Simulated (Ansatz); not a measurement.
# Cs2TlRuF6: the cost of one run

Method: DFT PBEsol, scalar-relativistic, plane waves, PAW, in Ansatz 0.2.0.

1 further run of the same task is left out (it didn't finish).

## 1. Starting point

Symmetry: Fm-3m, No. 225, cubic system. Conventional cell: a = 9.440 Å, b = 9.440 Å, c = 9.440 Å, α = 90.00°, β = 90.00°, γ = 90.00°. Around Cs (site symmetry -43m) lie 12 F at 3.35 Å. Around Tl (site symmetry m-3m) lie 6 F at 2.69 Å. Around Ru (site symmetry m-3m) lie 6 F at 2.03 Å. F (site symmetry 4mm) is surrounded by 1 Ru at 2.03 Å and 1 Tl at 2.69 Å.

Structure file:

```xyz
10
Lattice="0.0000 4.7202 4.7202 4.7202 0.0000 4.7202 4.7202 4.7202 0.0000" Properties=species:S:1:pos:R:3 pbc="T T T"
Cs    2.3601    2.3601    2.3601
Cs    7.0804    7.0804    7.0804
Tl    4.7202    4.7202    4.7202
Ru    0.0000    0.0000    0.0000
F     4.7202    4.7202    2.0262
F     7.4142    4.7202    4.7202
F     4.7202    4.7202    7.4142
F     4.7202    2.0262    4.7202
F     4.7202    7.4142    4.7202
F     2.0262    4.7202    4.7202
```

It goes back to an entry of the Materials Project, which need not be the stable form.

This cell was relaxed beforehand with the same method: volume 21.03 Å³/atom, gap on the mesh none (metal), site moments up to 0.6 μB.

## 2. The cell under PBEsol

The input, input.yaml:

```yaml
crystal:
  lattice:
    - [0.0, 4.7202420853, 4.7202420853]
    - [4.7202420853, 0.0, 4.7202420853]
    - [4.7202420853, 4.7202420853, 0.0]
  atoms:
    - { symbol: Cs, position: [0.25, 0.25, 0.25] }
    - { symbol: Cs, position: [0.75, 0.75, 0.75] }
    - { symbol: Tl, position: [0.5, 0.5, 0.5] }
    - { symbol: Ru, position: [0.0, 0.0, 0.0], spin: 0.7 }
    - { symbol: F, position: [0.2146329422, 0.2146329422, 0.7853670578] }
    - { symbol: F, position: [0.2146329422, 0.7853670578, 0.7853670578] }
    - { symbol: F, position: [0.7853670578, 0.7853670578, 0.2146329422] }
    - { symbol: F, position: [0.2146329422, 0.7853670578, 0.2146329422] }
    - { symbol: F, position: [0.7853670578, 0.2146329422, 0.7853670578] }
    - { symbol: F, position: [0.7853670578, 0.2146329422, 0.2146329422] }
basis:
  ecutwfc: 420
kpoints:
  mp_grid: { grid: [8, 8, 8] }
hamiltonian:
  xc: pbesol
scf:
  occupations: { method: gaussian, width: 0.1 }
output:
  forces: true
  stress: true
  eigenvalues: true
  populations: true
magnetization:
  spin_polarized: true
relax:
  adjacent_minimum: "off"
  f_tol: 0.005
  max_steps: 50
  cell: { stress_tol: 0.05 }
```

Started as:

```
> ansatz run input.yaml --threads 2 --pin off --max-ram 5120MiB --backend cpu --events-out ev --progress --plain --runs-dir out
```

What time and memory should one allow on 2 threads of AMD EPYC (Zen 3), shared host?

About 5 min, with a peak of 0.91 GiB.
